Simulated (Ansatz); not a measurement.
Run this with the Python package of Ansatz (0.2.0) and show what comes out.

`energy.py`:
```python
from pathlib import Path
import argparse
import json

import ansatz as az

parser = argparse.ArgumentParser(description="Single point of CH4AlClO2 in a Gaussian basis.")
parser.add_argument("--basis", required=True, help="basis")
parser.add_argument("--functional", required=True, help="exchange-correlation functional")
args = parser.parse_args()

GEOMETRY = """
O     1.91970    0.00550   -0.14940
C     0.70890   -0.68790   -0.43770
Al   -0.94530    0.35630    0.07070
O    -1.97690   -0.29220    1.36010
Cl   -1.32420    2.29790   -0.88630
H     1.94100    0.75760   -0.87150
H     0.75580   -1.61970    0.16100
H     0.70070   -0.93360   -1.52280
H    -1.69130    0.06980    2.25870
"""


def main() -> None:
    system = az.Crystal.molecule()
    for line in GEOMETRY.strip().splitlines():
        symbol, *xyz = line.split()
        system = system.atom(symbol, [float(v) for v in xyz])

    model = (
        system.calculation()
        .basis(gaussian=args.basis)
        .functional(args.functional)
        .orbitals()
    )
    outcome = model.run(threads=1, pin="off", runs_dir="runs")
    summary = outcome.report

    print("reference energy %16.6f eV" % summary["reference_energy_ev"])
    print("total energy     %16.6f eV" % summary["free_energy_ev"])
    print("occupied orbitals outside the frozen core (up, down):", summary["n_occupied"], " frozen:", summary["n_frozen"], " virtual:", summary["n_virtual"])

    state = summary["mean_field"]["state"]
    print(f"mean field: {state['energy']['hartree']:.7f} Ha, <S^2> = {abs(state['spin_squared']):.4f}, stability: {state.get('stability', {}).get('kind')}")

    lines = Path(summary["orbitals_path"]).read_text().splitlines()
    field_of = lambda key: [line.split("=")[1].strip() for line in lines if line.startswith(key)]
    orbitals = [(27.211386 * float(e), s, float(n)) for e, s, n in zip(field_of("Ene="), field_of("Spin="), field_of("Occup="))]
    homo = max(e for e, _, n in orbitals if n > 0.5)
    lumo = min(e for e, _, n in orbitals if n < 0.5)
    print(f"HOMO {homo:.3f} eV, LUMO {lumo:.3f} eV, gap {lumo - homo:.3f} eV")
    with open("ch4alclo2.json", "w") as handle:
        json.dump({k: summary[k] for k in ("free_energy_ev", "reference_energy_ev", "n_occupied", "n_virtual")}, handle, indent=1)


if __name__ == "__main__":
    main()
```

Output of `python energy.py --basis def2-TZVP --functional lc_wpbe`:
```text
reference energy    -24312.487028 eV
total energy        -24312.487028 eV
occupied orbitals outside the frozen core (up, down): [28, 28]  frozen: 0  virtual: [163, 163]
mean field: -893.4674187 Ha, <S^2> = 0.0000, stability: minimum
HOMO -9.865 eV, LUMO 0.923 eV, gap 10.788 eV
```

It writes `ch4alclo2.json`:
```json
{
 "free_energy_ev": -24312.48702844119,
 "reference_energy_ev": -24312.48702844119,
 "n_occupied": [
  28,
  28
 ],
 "n_virtual": [
  163,
  163
 ]
}
```

Notes:
- Total energies depend on the basis set; only differences at equal settings carry meaning.
- The geometry is a force-field or estimated start, not a minimum of this method, and the basis set is short of its limit.
- Levels such as HOMO and LUMO are orbital energies: with these approximate functionals they aren't the ionisation energy and electron affinity, and their gap isn't the fundamental gap.
- It ran for 6.9 s on 1 thread of Arm Neoverse V1, on a shared host, peak memory 0.36 GiB.

(A comment or docstring line of the script was reworded after the run, the code is as it ran; lines on the test bed's own set-up are left out of the output.)
